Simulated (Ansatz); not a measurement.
# LaZrN2: the cost of one run

Computed with Ansatz 0.2.0 (DFT PBE, scalar-relativistic, plane waves, PAW, unless a step's input says otherwise).

## (1) The system as given

The structure is tetragonal, space group P-4m2 (No. 115). The conventional cell has a = 3.641 Å, b = 3.641 Å, c = 5.572 Å, α = 90.00°, β = 90.00°, γ = 90.00°. La (site symmetry -4m2) is surrounded by 4 N at 2.46 Å. Around Zr (site symmetry -4m2) lie 4 N at 2.14 Å. Around N (site symmetry 2mm) lie 2 Zr at 2.14 Å and 2 La at 2.46 Å.

As a file:

```
CELL_PARAMETERS angstrom
3.64063 0.00000 0.00000
0.00000 3.64063 0.00000
0.00000 0.00000 5.57216
ATOMIC_POSITIONS crystal
La 0.50000 0.50000 0.50000
Zr 0.00000 0.00000 0.00000
N 0.00000 0.50000 0.20363
N 0.50000 0.00000 0.79637
```

The cell was relaxed beforehand at this level, from a database cell with other species swapped in; it needn't be the stable form of this composition. At a tolerance of 0.05 Å it has space group P-4m2 (No. 115); it has 18.46 Å³/atom, an uncorrected energy of -1.23 eV/atom over the elements.

## (2) Bands, states and charges

input.yaml reads:

```yaml
crystal:
  lattice:
    - [3.6406263277, 0.0, 0.0]
    - [0.0, 3.6406263277, 0.0]
    - [0.0, 0.0, 5.5721562932]
  atoms:
    - { symbol: La, position: [0.5, 0.5, 0.5] }
    - { symbol: Zr, position: [0.0, 0.0, 0.0] }
    - { symbol: "N", position: [0.0, 0.5, 0.2036318612] }
    - { symbol: "N", position: [0.5, 0.0, 0.7963681388] }
basis:
  ecutwfc: 420
kpoints:
  mp_grid: { grid: [12, 12, 8] }
  band_path:
    path:
      - [[0.0, 0.0, 0.0], [0.0, 0.5, 0.0], [0.5, 0.5, 0.0], [0.0, 0.0, 0.0], [0.0, 0.0, 0.5], [0.0, 0.5, 0.5], [0.5, 0.5, 0.5], [0.0, 0.0, 0.5]]
      - [[0.0, 0.5, 0.0], [0.0, 0.5, 0.5]]
      - [[0.5, 0.5, 0.0], [0.5, 0.5, 0.5]]
    npoints: 14
hamiltonian:
  xc: pbe
scf:
  occupations: { method: gaussian, width: 0.1 }
  n_extra_bands: 10
output:
  forces: true
  stress: true
  eigenvalues: true
  populations: true
  dos: { projected: true, de: 0.02, nscf_kmesh: { grid: [15, 15, 10] } }
  bader: true
  write_density: true
  write_potential: true
  elf: true
  volumetric_format: npy
```

The run is started by

```bash
> ansatz run input.yaml --threads 1 --pin off --max-ram 2560MiB --backend cpu --events-out ev --progress --plain --runs-dir out
```

**Question.** How long does this run take on 1 thread of Intel Xeon at 2.70GHz, shared host, and how much memory does it need?

About 99 s, with a peak of 0.6 GiB.
